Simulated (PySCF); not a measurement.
# BeIn+: from the state search to spectroscopic constants

An exercise on one series of results from a longer session: the logs are not shown, and one member is left open.

The runs use PySCF 2.14.0; Be cc-pVDZ, In cc-pVDZ-PP with ECP28, scalar-relativistic core potentials.

The first run:

The job is set up so:

```
atoms                         : Be, In
charge                        : 1
basis                         : Be cc-pVDZ, In cc-pVDZ-PP with ECP28
Hamiltonian                   : scalar-relativistic core potentials
basis functions               : 37
electrons treated             : 24
masses in u                   : 9.0122, 114.9039
levels                        : PBE0, PBE, r²SCAN, PBEsol, BLYP, B97-3, CAM-B3LYP, HF, MP2, SCS-MP2, CCSD, CCSD(T)
grid                          : 80 radial by 434 angular points
occupations                   : held fixed by the projection of orbital angular momentum
dissociation limit            : Be + In+, each in its ground configuration
starting distance in angstrom : 2.450
values of 2S to try           : 0, 2
```

Run with:

```console
OMP_NUM_THREADS=1 python dia.py task.json out
```

Among the steps run: The job; PBE0 along the bond; Other states along the same grid; PBE; r²SCAN; PBEsol (GGA); BLYP; B97-3 (global hybrid GGA); CAM-B3LYP (range-separated hybrid); RHF (mean field); MP2 and coupled cluster.

One table of the session follows, with a row left open; its other results are not shown here.

It belongs to the step «Constants by level of theory». 

```
      level  Re (Å)  ωe (cm⁻¹)  De (eV)
        RHF   3.308      142.5    0.282
    RHF-MP2   3.093      183.7    0.419
RHF-SCS-MP2   3.144      171.1    0.367
   RHF-CCSD   3.134      164.8    0.315
RHF-CCSD(T)   3.098      174.0    0.347
        PBE   2.998      207.0     0.64
     PBEsol   2.945      221.7     0.73
       BLYP   3.077      185.4     0.54
     r²SCAN   2.966      216.8     0.64
       PBE0   3.007      207.4     0.58
      B97-3   3.082      190.2    0.494
  CAM-B3LYP       ?          ?        ?
```

**Question.** Estimate the row for CAM-B3LYP.

The run gave: Re (Å): 3.064; ωe (cm⁻¹): 191.6; De (eV): 0.482. In the column «Re (Å)» it lies between PBE0 (3.007) and BLYP (3.077).

De is counted to Be + In+ in their ground configurations.
